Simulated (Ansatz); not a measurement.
# C₂H₅ClGeO: up Jacob's ladder to CCSD(T)

An exercise on one series of results from a longer session: the logs are not shown, and one member is left open.

Program: Ansatz 0.2.0, Gaussian basis. Level of theory: functionals in def2-TZVPP, the program's frozen cores in correlated methods. These are calculated values, not measurements.

The runs, in order: PBE-D4, r2SCAN-D4, PBE0-D4, B3LYP-D4, ωB97X-V, ωB97M-V, B2PLYP; CCSD(T)/def2-TZVPP; MP2/def2-QZVPP; extrapolation to the limit.

**Structure used throughout**

All runs share one geometry, relaxed beforehand with PBE0-D4 in a triple-zeta def2 set.

10 atoms, charge 0, spin multiplicity 1.

Atoms are counted from 1 here; the program's logs count them from 0.

Bond lengths: O1–Ge2 1.768 Å, O1–H6 0.963 Å, Ge2–C3 1.933 Å, Ge2–C4 1.939 Å, Ge2–H7 1.519 Å, C3–C4 1.543 Å, C3–H8 1.086 Å, C3–H9 1.086 Å, C4–Cl5 1.765 Å, C4–H10 1.084 Å. Angles: Ge2–O1–H6 110.2°, O1–Ge2–C3 118.2°, O1–Ge2–C4 115.3°, O1–Ge2–H7 110.6°, C3–Ge2–C4 47.0°, C3–Ge2–H7 126.2°, C4–Ge2–H7 126.0°, Ge2–C3–C4 66.7°, Ge2–C3–H8 117.0°, Ge2–C3–H9 121.4°, C4–C3–H8 115.5°, C4–C3–H9 115.6°, H8–C3–H9 112.9°, Ge2–C4–C3 66.3°, Ge2–C4–Cl5 118.0°, Ge2–C4–H10 123.3°, C3–C4–Cl5 115.7°, C3–C4–H10 116.6° and more.

As a file:

```
O    -2.04801    0.29929   -0.85663
Ge   -0.51555   -0.57538   -0.75266
C     0.40805   -0.59848    0.94495
C     0.97314    0.44344   -0.04231
Cl    0.69334    2.13255    0.38519
H    -1.95203    1.18458   -0.49000
H    -0.43368   -1.64001   -1.83289
H    -0.12238   -0.19166    1.80038
H     1.08170   -1.40785    1.21091
H     1.99853    0.30232   -0.36393
```

Set-up of the first run:

in.yaml reads:

```yaml
crystal:
  periodic: [false, false, false]
  atoms:
    - {symbol: O, position_ang: [-2.048008, 0.299287, -0.856631]}
    - {symbol: Ge, position_ang: [-0.515555, -0.575376, -0.752662]}
    - {symbol: C, position_ang: [0.408051, -0.598483, 0.944948]}
    - {symbol: C, position_ang: [0.973141, 0.443442, -0.042308]}
    - {symbol: Cl, position_ang: [0.693335, 2.132547, 0.385193]}
    - {symbol: H, position_ang: [-1.952027, 1.184583, -0.490003]}
    - {symbol: H, position_ang: [-0.433684, -1.640013, -1.832885]}
    - {symbol: H, position_ang: [-0.122382, -0.191660, 1.800376]}
    - {symbol: H, position_ang: [1.081695, -1.407847, 1.210907]}
    - {symbol: H, position_ang: [1.998535, 0.302320, -0.363934]}
basis:
  gaussian: {orbitals: def2-TZVPP}
hamiltonian: {xc: pbe, dispersion: d4}
output: {forces: true, orbitals: {seedname: orbitals}}
```

Run with:

```bash
$ ansatz run in.yaml --threads 4 --pin off --events-out ev --progress --plain --max-ram 10444MiB
```

Among the steps run: PBE-D4 (GGA); r2SCAN-D4 (meta-GGA); PBE0-D4 (hybrid); B3LYP-D4 (hybrid); ωB97X-V (range-separated); ωB97M-V (range-separated); B2PLYP (double hybrid); CCSD(T) in def2-TZVPP; MP2 in def2-QZVPP.

One table of the session follows, with a row left open; its other results are not shown here.

```
            method  atomisation energy (kJ/mol)
            PBE-D4                       3565.9
         r2SCAN-D4                       3496.5
           PBE0-D4                       3489.4
          B3LYP-D4                       3446.2
           ωB97X-V                            ?
           ωB97M-V                       3478.0
            B2PLYP                       3425.2
     HF/def2-TZVPP                       2400.9
    MP2/def2-TZVPP                       3479.2
   CCSD/def2-TZVPP                       3329.0
CCSD(T)/def2-TZVPP                       3397.9
           MP2/CBS                       3574.2
       CCSD(T)/CBS                       3492.8
```

**Question.** Estimate the row for ωB97X-V.

**Answer.** atomisation energy (kJ/mol): 3490.2. In the column «atomisation energy (kJ/mol)» it lies between PBE0-D4 (3489.4) and CCSD(T)/CBS (3492.8).
